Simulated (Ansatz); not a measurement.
# TiI3 (P6_3/mcm): one cell, many starting occupations (series 2)

Task: map the metastable states of TiI3 (P6_3/mcm) by varying the start. Cell and atoms stay fixed.

Computed with Ansatz 0.2.0 (DFT LDA+U (U_eff = 4 eV on Ti d), plane waves, PAW, unless a step's input says otherwise).

### Step 1. The system as given

Symmetry: P6_3/mcm, No. 193, hexagonal system. The conventional cell has a = 7.142 Å, b = 7.142 Å, c = 6.510 Å, α = 90.00°, β = 90.00°, γ = 120.00°. Around Ti (site symmetry -3m) lie 6 I at 2.79 Å. I (site symmetry m2m) has 2 Ti at 2.79 Å as nearest neighbours.

Structure file:

```
CELL_PARAMETERS angstrom
7.14160 0.00000 0.00000
-3.57080 6.18481 0.00000
0.00000 0.00000 6.51020
ATOMIC_POSITIONS crystal
Ti 0.00000 0.00000 0.00000
Ti 0.00000 0.00000 0.50000
I 0.31705 0.00000 0.25000
I 0.31705 0.31705 0.75000
I 0.00000 0.31705 0.25000
I 0.68295 0.00000 0.75000
I 0.68295 0.68295 0.25000
I 0.00000 0.68295 0.75000
```

Magnetic order typed: opposed in the cell.

The runs: random orbitals: single harmonics, second filling; random orbitals: fully mixed, first filling; random orbitals: single harmonics, first filling; random orbitals: fully mixed, one electron more; random orbitals: drawn by pairs, first filling.

An earlier series on this cell reached its lowest free state from «from atoms, default search», perhaps among other starts.

### Step 2. Random orbitals: single harmonics, second filling

File input.yaml:

```yaml
crystal:
  lattice:
    - [7.14160089, 0.0, 0.0]
    - [-3.57080045, 6.1848078, 0.0]
    - [0.0, 0.0, 6.51019964]
  atoms:
    - { symbol: Ti, position: [0.0, 0.0, 0.0], spin: 1.0 }
    - { symbol: Ti, position: [0.0, 0.0, 0.5], spin: -1.0 }
    - { symbol: I, position: [0.31705, 0.0, 0.25] }
    - { symbol: I, position: [0.31705, 0.31705, 0.75] }
    - { symbol: I, position: [0.0, 0.31705, 0.25] }
    - { symbol: I, position: [0.68295, 0.0, 0.75] }
    - { symbol: I, position: [0.68295, 0.68295, 0.25] }
    - { symbol: I, position: [0.0, 0.68295, 0.75] }
basis:
  ecutwfc: 420
  ecutrho_ratio: 4
kpoints:
  mp_grid: { grid: [3, 3, 3] }
hamiltonian:
  xc: lda
  hubbard:
    sites:
      - { site: 0, l: d, u_eff: 4.0, starting_ns: [{ spin: up, occupation_matrix: s0up }, { spin: down, occupation_matrix: s0down }] }
      - { site: 1, l: d, u_eff: 4.0, starting_ns: [{ spin: up, occupation_matrix: s1up }, { spin: down, occupation_matrix: s1down }] }
    occupation_matrices:
      s0up:
        matrix:
          - [0.02, 0.0, 0.0, 0.0, 0.0]
          - [0.0, 0.97, 0.0, 0.0, 0.0]
          - [0.0, 0.0, 0.02, 0.0, 0.0]
          - [0.0, 0.0, 0.0, 0.02, 0.0]
          - [0.0, 0.0, 0.0, 0.0, 0.02]
      s0down:
        matrix:
          - [0.02, 0.0, 0.0, 0.0, 0.0]
          - [0.0, 0.02, 0.0, 0.0, 0.0]
          - [0.0, 0.0, 0.02, 0.0, 0.0]
          - [0.0, 0.0, 0.0, 0.02, 0.0]
          - [0.0, 0.0, 0.0, 0.0, 0.02]
      s1up:
        matrix:
          - [0.02, 0.0, 0.0, 0.0, 0.0]
          - [0.0, 0.02, 0.0, 0.0, 0.0]
          - [0.0, 0.0, 0.02, 0.0, 0.0]
          - [0.0, 0.0, 0.0, 0.02, 0.0]
          - [0.0, 0.0, 0.0, 0.0, 0.02]
      s1down:
        matrix:
          - [0.97, 0.0, 0.0, 0.0, 0.0]
          - [0.0, 0.02, 0.0, 0.0, 0.0]
          - [0.0, 0.0, 0.02, 0.0, 0.0]
          - [0.0, 0.0, 0.0, 0.02, 0.0]
          - [0.0, 0.0, 0.0, 0.0, 0.02]
    ns_hold: { iters: 12 }
scf:
  occupations: { method: gaussian, width: 0.05 }
  lower_state_search: "off"
  max_iter: 150
output:
  forces: true
  stress: true
  eigenvalues: true
  populations: true
  hubbard: { sites: [{ site: 0, l: d }, { site: 1, l: d }] }
magnetization:
  spin_polarized: true
```

The typed matrices put 0.97 on the chosen orbitals and 0.02 on the others, and are held for 12 cycles.

On the command line:

```sh
> ansatz run input.yaml --threads 4 --pin off --max-ram 6144MiB --backend cpu --events-out ev --progress --plain --runs-dir out
```

What it wrote, cut to the lines that bear on the results:

```text
Warning: crystal.symmetry: narrowed to the stabiliser of the occupation matrices — unitary ops 12 → 4, anti-unitary 12 → 0; lowered by the specified shells (site 0, l: d), (site 1, l: d); largest admitted image defect 7.7e-10, smallest excluded 7.1e-1 — at a splitting's scale: the group [...]
Warning: RAYON_NUM_THREADS=4 ignored (pool sized by the plan → 4); use --threads N
Ti: projections on atomic orbitals take those of the free atom [Ne] 3s2 3p6 3d2 4s2, of charge +0.00 (hamiltonian.pseudopotentials.projection_atoms); the dataset's partial waves leave at most 4.1e-7 of an orbital's norm unspanned inside its sphere
I: projections on atomic orbitals take those of the free atom [Kr] 4d10 5s2 5p5, of charge +0.00 (hamiltonian.pseudopotentials.projection_atoms); the dataset's partial waves leave at most 9.4e-6 of an orbital's norm unspanned inside its sphere
[...]
Pseudopotentials: kind: paw
Pseudopotential: Ti, paw, valence charge 12, recommended cutoff 420 eV (normal), Ti.paw.azcp
Pseudopotential: I, paw, valence charge 17, recommended cutoff 420 eV (normal), I.paw.azcp
Functional definition: SPW92
[...]
Crystal: 8 atoms, lattice volume = 287.552 Å³
Basis set: ecut = 420 eV, 5631 PW (Γ)
Bands: 77, of which v1, the nominal top of the filled ones, is band 63 counted from 1 (62 counted from 0)
Symmetry: 4 space group operations
k-points: 10 of 27
[...]
Starting moments: Σ|m| = 2 μB on 2 of 8 sites
[...]
SCF iter   1: F=—  HF=-49038.345429 eV  |F-HF|=—  |Δ(HF+E_count)|=         —  Δρ=3.91e-2 (↑3.91e-2 ↓3.23e-2)  dr2=4.28e1  dr2_m=3.35e-1  M=0.403 μB ∫|m|=2.715 μB  β_m=1.00  ethr=3.10e-3  ⟨swp⟩=8.6  Hψ=7266  notcnv=0  defer=13
[...]
WARN: hamiltonian.hubbard: on 1 of 4 specified blocks the occupation matrix of this SCF's result fails the test of the specified filling. At site 0 ↑ (sites count from 0 in the list of atoms of the cell that this SCF solves) the least filled combination of the orbitals specified full has [...]
       -0.192901      -0.000000       1.221302
  P = ⅓ Tr σ = 0.0184 GPa (0.184 kbar)
--- Band table (eV; the first three rows and the last of 20) ---
[...]
Occupation matrices written to <dir>
--- Löwdin populations: 8 sites ---
  site symbol       q [e]    m [muB]
     0     Ti     11.1656     1.0849
     1     Ti     11.1744    -1.0626
     2      I     17.1932    -0.0152
     3      I     17.2130     0.0016
     4      I     17.2130     0.0016
     5      I     17.1932    -0.0152
     6      I     17.2130     0.0016
     7      I     17.2130     0.0016
  spilling = 0.003344 (of n_electrons = 126.000000)
--- Occupation matrices: 2 shells (run DFT+U table (all-electron-ortho-atomic); ε = 4.12e-3) ---
  Ti0 d_3D: site group D3d (-3m)
  Ti0 d_3D up     Tr n = 1.8281  λ = 0.092 0.101 0.307 0.337 0.991  [xy 0.73 Eg(1.00) | z2 0.99 A1g(0.99) | yz 0.73 Eg(1.00) | xz 0.63 Eg(0.99) | x2-y2 0.64 Eg(1.00)]
  Ti0 d_3D dn     Tr n = 0.7535  λ = 0.058 0.074 0.113 0.245 0.263  [x2-y2 0.64 Eg(1.00) | xy 0.71 Eg(1.00) | z2 1.00 A1g(1.00) | yz 0.71 Eg(1.00) | xz 0.64 Eg(1.00)]
  specified occupation → Ti0 d_3D up: matrix, ‖Δ‖_F = 0.9948, Tr Δ = -0.7781, displaced = 0.8688, d_λ = 0.4418; orbital distance = 1.1295
  specified occupation → Ti0 d_3D dn: matrix, ‖Δ‖_F = 0.3506, Tr Δ = -0.6535, displaced = 0.3268, d_λ = 0.3506; orbital distance = 0.0000
  Ti1 d_3D: site group D3d (-3m)
  Ti1 d_3D up     Tr n = 0.7676  λ = 0.073 0.077 0.080 0.266 0.272  [3× z2 0.33 Eg(0.67) | yz 0.58 Eg(1.00) | xz 0.61 Eg(1.00)]
  Ti1 d_3D dn     Tr n = 1.8190  λ = 0.096 0.099 0.331 0.335 0.959  [2× x2-y2 0.28 Eg(1.00) | 2× xz 0.28 Eg(1.00) | z2 1.00 A1g(1.00)]
  specified occupation → Ti1 d_3D up: matrix, ‖Δ‖_F = 0.3655, Tr Δ = -0.6676, displaced = 0.3338, d_λ = 0.3655; orbital distance = 0.0000
  specified occupation → Ti1 d_3D dn: matrix, ‖Δ‖_F = 0.4558, Tr Δ = -0.7690, displaced = 0.3959, d_λ = 0.4558; orbital distance = 0.0038
  Tr n, λ and their labels are of the run-group-symmetrised matrices; stabiliser: 4 of 48 elements of G0×{1,Θ} (closed), max defect 1.2e-15 at τ = 8.7e-4
```

Caution: the run may have ended on a state that is not the lowest.

Run time: 22 s. Hardware: 4 threads of INTEL XEON PLATINUM 8581C at 2.30GHz (Emerald Rapids), shared host; peak memory 1.1 GiB.

End state: a gap on the mesh of 1.16 eV, pressure 0.0 GPa, moments in spheres Ti 0.93, -0.90 μB, largest force component 0.07 eV/Å, 4 symmetry operations imposed. The program reports that the typed filling wasn't kept. It flags that the state may be a saddle point.

How the shells are filled (orbitals counted by the eigenvalues of the occupation matrices):

```
         shell  channel  electrons  over 0.8  0.2 to 0.8  under 0.2
Ti 3d (atom 1)       up       1.83         1           2          2
Ti 3d (atom 1)     down       0.75         0           2          3
Ti 3d (atom 2)       up       0.77         0           2          3
Ti 3d (atom 2)     down       1.82         1           2          2
```

### Step 3. Random orbitals: fully mixed, first filling

input.yaml, as its differences from that of step 2:

```diff
@@ -28,7 +28,7 @@
         matrix:
-          - [0.02, 0.0, 0.0, 0.0, 0.0]
-          - [0.0, 0.97, 0.0, 0.0, 0.0]
-          - [0.0, 0.0, 0.02, 0.0, 0.0]
-          - [0.0, 0.0, 0.0, 0.02, 0.0]
-          - [0.0, 0.0, 0.0, 0.0, 0.02]
+          - [0.02941, -0.05083, 0.00753, -0.016, -0.07718]
+          - [-0.05083, 0.29447, -0.04066, 0.08641, 0.41678]
+          - [0.00753, -0.04066, 0.02602, -0.0128, -0.06175]
+          - [-0.016, 0.08641, -0.0128, 0.0472, 0.13121]
+          - [-0.07718, 0.41678, -0.06175, 0.13121, 0.65289]
       s0down:
@@ -49,7 +49,7 @@
         matrix:
-          - [0.97, 0.0, 0.0, 0.0, 0.0]
-          - [0.0, 0.02, 0.0, 0.0, 0.0]
-          - [0.0, 0.0, 0.02, 0.0, 0.0]
-          - [0.0, 0.0, 0.0, 0.02, 0.0]
-          - [0.0, 0.0, 0.0, 0.0, 0.02]
+          - [0.39906, -0.06017, 0.00602, -0.39711, 0.23466]
+          - [-0.06017, 0.02955, -0.00096, 0.06303, -0.03725]
+          - [0.00602, -0.00096, 0.0201, -0.0063, 0.00372]
+          - [-0.39711, 0.06303, -0.0063, 0.43602, -0.24583]
+          - [0.23466, -0.03725, 0.00372, -0.24583, 0.16526]
     ns_hold: { iters: 12 }
```

The typed matrices are held for 12 cycles.

On the command line:

```sh
> ansatz run input.yaml --threads 4 --pin off --max-ram 6144MiB --backend cpu --events-out ev --progress --plain --runs-dir out
```

What it wrote, cut to the lines that bear on the results:

```text
Warning: crystal.symmetry: narrowed to the stabiliser of the occupation matrices — unitary ops 12 → 2, anti-unitary 12 → 0; lowered by the specified shells (site 0, l: d), (site 1, l: d); largest admitted image defect 2.2e-16, smallest excluded 4.7e-1 — at a splitting's scale: the group [...]
Warning: RAYON_NUM_THREADS=4 ignored (pool sized by the plan → 4); use --threads N
Ti: projections on atomic orbitals take those of the free atom [Ne] 3s2 3p6 3d2 4s2, of charge +0.00 (hamiltonian.pseudopotentials.projection_atoms); the dataset's partial waves leave at most 4.1e-7 of an orbital's norm unspanned inside its sphere
I: projections on atomic orbitals take those of the free atom [Kr] 4d10 5s2 5p5, of charge +0.00 (hamiltonian.pseudopotentials.projection_atoms); the dataset's partial waves leave at most 9.4e-6 of an orbital's norm unspanned inside its sphere
[...]
Pseudopotentials: kind: paw
Pseudopotential: Ti, paw, valence charge 12, recommended cutoff 420 eV (normal), Ti.paw.azcp
Pseudopotential: I, paw, valence charge 17, recommended cutoff 420 eV (normal), I.paw.azcp
Functional definition: SPW92
[...]
Crystal: 8 atoms, lattice volume = 287.552 Å³
[...]
WARN: hamiltonian.hubbard: on 2 of 4 specified blocks the occupation matrix of this SCF's result fails the test of the specified filling. At site 0 ↑ (sites count from 0 in the list of atoms of the cell that this SCF solves) the least filled combination of the orbitals specified full has [...]
  spilling = 0.003287 (of n_electrons = 126.000000)
--- Occupation matrices: 2 shells (run DFT+U table (all-electron-ortho-atomic); ε = 3.18e-3) ---
  Ti0 d_3D: site group D3d (-3m)
  Ti0 d_3D up     Tr n = 1.8153  λ = 0.094 0.094 0.330 0.330 0.967  [2× xy 0.28 Eg(1.00) | 2× yz 0.28 Eg(1.00) | z2 1.00 A1g(1.00)]
  Ti0 d_3D dn     Tr n = 0.7663  λ = 0.076 0.076 0.090 0.262 0.262  [2× xy 0.29 Eg(1.00) | z2 1.00 A1g(1.00) | 2× yz 0.29 Eg(1.00)]
  specified occupation → Ti0 d_3D up: matrix, ‖Δ‖_F = 1.3053, Tr Δ = -0.7653, displaced = 1.1907, d_λ = 0.4507; orbital distance = 1.4072
  specified occupation → Ti0 d_3D dn: matrix, ‖Δ‖_F = 0.3582, Tr Δ = -0.6663, displaced = 0.3331, d_λ = 0.3582; orbital distance = 0.0000
  Ti1 d_3D: site group D3d (-3m)
  Ti1 d_3D up     Tr n = 0.7663  λ = 0.076 0.076 0.090 0.262 0.262  [2× x2-y2 0.29 Eg(1.00) | z2 1.00 A1g(1.00) | 2× xz 0.29 Eg(1.00)]
  Ti1 d_3D dn     Tr n = 1.8153  λ = 0.094 0.094 0.330 0.330 0.967  [2× x2-y2 0.28 Eg(1.00) | 2× xz 0.28 Eg(1.00) | z2 1.00 A1g(1.00)]
  specified occupation → Ti1 d_3D up: matrix, ‖Δ‖_F = 0.3582, Tr Δ = -0.6663, displaced = 0.3331, d_λ = 0.3582; orbital distance = 0.0000
  specified occupation → Ti1 d_3D dn: matrix, ‖Δ‖_F = 1.0266, Tr Δ = -0.7653, displaced = 0.9591, d_λ = 0.4507; orbital distance = 1.0963
  Tr n, λ and their labels are of the run-group-symmetrised matrices; stabiliser: 24 of 48 elements of G0×{1,Θ} (closed), max defect 8.5e-5 at τ = 6.7e-4
```

Wall time 90 s (4 threads of INTEL XEON PLATINUM 8581C at 2.30GHz (Emerald Rapids), shared host); peak memory 2 GiB.

It ends with a gap on the mesh of 1.75 eV, pressure -0.1 GPa, moments in spheres Ti 0.90, -0.90 μB, largest force component 0.04 eV/Å, 2 symmetry operations imposed. The program reports that the typed filling wasn't kept.

The shells' filling, with natural orbitals sorted by occupation:

```
         shell  channel  electrons  over 0.8  0.2 to 0.8  under 0.2
Ti 3d (atom 1)       up       1.82         1           2          2
Ti 3d (atom 1)     down       0.77         0           2          3
Ti 3d (atom 2)       up       0.77         0           2          3
Ti 3d (atom 2)     down       1.82         1           2          2
```

### Step 4. Random orbitals: single harmonics, first filling

input.yaml, as its differences from that of step 3:

```diff
@@ -28,7 +28,7 @@
         matrix:
-          - [0.02941, -0.05083, 0.00753, -0.016, -0.07718]
-          - [-0.05083, 0.29447, -0.04066, 0.08641, 0.41678]
-          - [0.00753, -0.04066, 0.02602, -0.0128, -0.06175]
-          - [-0.016, 0.08641, -0.0128, 0.0472, 0.13121]
-          - [-0.07718, 0.41678, -0.06175, 0.13121, 0.65289]
+          - [0.97, 0.0, 0.0, 0.0, 0.0]
+          - [0.0, 0.02, 0.0, 0.0, 0.0]
+          - [0.0, 0.0, 0.02, 0.0, 0.0]
+          - [0.0, 0.0, 0.0, 0.02, 0.0]
+          - [0.0, 0.0, 0.0, 0.0, 0.02]
       s0down:
@@ -49,7 +49,7 @@
         matrix:
-          - [0.39906, -0.06017, 0.00602, -0.39711, 0.23466]
-          - [-0.06017, 0.02955, -0.00096, 0.06303, -0.03725]
-          - [0.00602, -0.00096, 0.0201, -0.0063, 0.00372]
-          - [-0.39711, 0.06303, -0.0063, 0.43602, -0.24583]
-          - [0.23466, -0.03725, 0.00372, -0.24583, 0.16526]
+          - [0.97, 0.0, 0.0, 0.0, 0.0]
+          - [0.0, 0.02, 0.0, 0.0, 0.0]
+          - [0.0, 0.0, 0.02, 0.0, 0.0]
+          - [0.0, 0.0, 0.0, 0.02, 0.0]
+          - [0.0, 0.0, 0.0, 0.0, 0.02]
     ns_hold: { iters: 12 }
```

The typed matrices put 0.97 on the chosen orbitals and 0.02 on the others, and are held for 12 cycles.

On the command line:

```sh
> ansatz run input.yaml --threads 4 --pin off --max-ram 6144MiB --backend cpu --events-out ev --progress --plain --runs-dir out
```

What it wrote, cut to the lines that bear on the results:

```text
Warning: RAYON_NUM_THREADS=4 ignored (pool sized by the plan → 4); use --threads N
Ti: projections on atomic orbitals take those of the free atom [Ne] 3s2 3p6 3d2 4s2, of charge +0.00 (hamiltonian.pseudopotentials.projection_atoms); the dataset's partial waves leave at most 4.1e-7 of an orbital's norm unspanned inside its sphere
I: projections on atomic orbitals take those of the free atom [Kr] 4d10 5s2 5p5, of charge +0.00 (hamiltonian.pseudopotentials.projection_atoms); the dataset's partial waves leave at most 9.4e-6 of an orbital's norm unspanned inside its sphere
[...]
Pseudopotentials: kind: paw
Pseudopotential: Ti, paw, valence charge 12, recommended cutoff 420 eV (normal), Ti.paw.azcp
Pseudopotential: I, paw, valence charge 17, recommended cutoff 420 eV (normal), I.paw.azcp
Functional definition: SPW92
[...]
Crystal: 8 atoms, lattice volume = 287.552 Å³
Basis set: ecut = 420 eV, 5631 PW (Γ)
[...]
  Ti0 d_3D dn     Tr n = 0.7663  λ = 0.076 0.076 0.090 0.262 0.262  [2× x2-y2 0.29 Eg(1.00) | z2 1.00 A1g(1.00) | 2× xz 0.29 Eg(1.00)]
  specified occupation → Ti0 d_3D up: matrix, ‖Δ‖_F = 0.4507, Tr Δ = -0.7652, displaced = 0.3857, d_λ = 0.4507; orbital distance = 0.0000
  specified occupation → Ti0 d_3D dn: matrix, ‖Δ‖_F = 0.3582, Tr Δ = -0.6663, displaced = 0.3331, d_λ = 0.3582; orbital distance = 0.0000
  Ti1 d_3D: site group D3d (-3m)
  Ti1 d_3D up     Tr n = 0.7663  λ = 0.076 0.076 0.090 0.262 0.262  [2× x2-y2 0.29 Eg(1.00) | z2 1.00 A1g(1.00) | 2× xz 0.29 Eg(1.00)]
  Ti1 d_3D dn     Tr n = 1.8152  λ = 0.094 0.094 0.330 0.330 0.967  [2× x2-y2 0.28 Eg(1.00) | 2× xz 0.28 Eg(1.00) | z2 1.00 A1g(1.00)]
  specified occupation → Ti1 d_3D up: matrix, ‖Δ‖_F = 0.3582, Tr Δ = -0.6663, displaced = 0.3331, d_λ = 0.3582; orbital distance = 0.0000
  specified occupation → Ti1 d_3D dn: matrix, ‖Δ‖_F = 0.4507, Tr Δ = -0.7652, displaced = 0.3857, d_λ = 0.4507; orbital distance = 0.0000
  Tr n, λ and their labels are of the run-group-symmetrised matrices; stabiliser: 24 of 48 elements of G0×{1,Θ} (closed), max defect 1.8e-7 at τ = 8.6e-4
```

Wall time 10 s (4 threads of INTEL XEON PLATINUM 8581C at 2.30GHz (Emerald Rapids), shared host); peak memory 0.99 GiB.

It ends with a gap on the mesh of 1.75 eV, pressure -0.1 GPa, moments in spheres Ti 0.90, -0.90 μB, largest force component 0.04 eV/Å, 12 symmetry operations imposed.

The shells' filling, with natural orbitals sorted by occupation:

```
         shell  channel  electrons  over 0.8  0.2 to 0.8  under 0.2
Ti 3d (atom 1)       up       1.82         1           2          2
Ti 3d (atom 1)     down       0.77         0           2          3
Ti 3d (atom 2)       up       0.77         0           2          3
Ti 3d (atom 2)     down       1.82         1           2          2
```

[end of part 1 of 2]
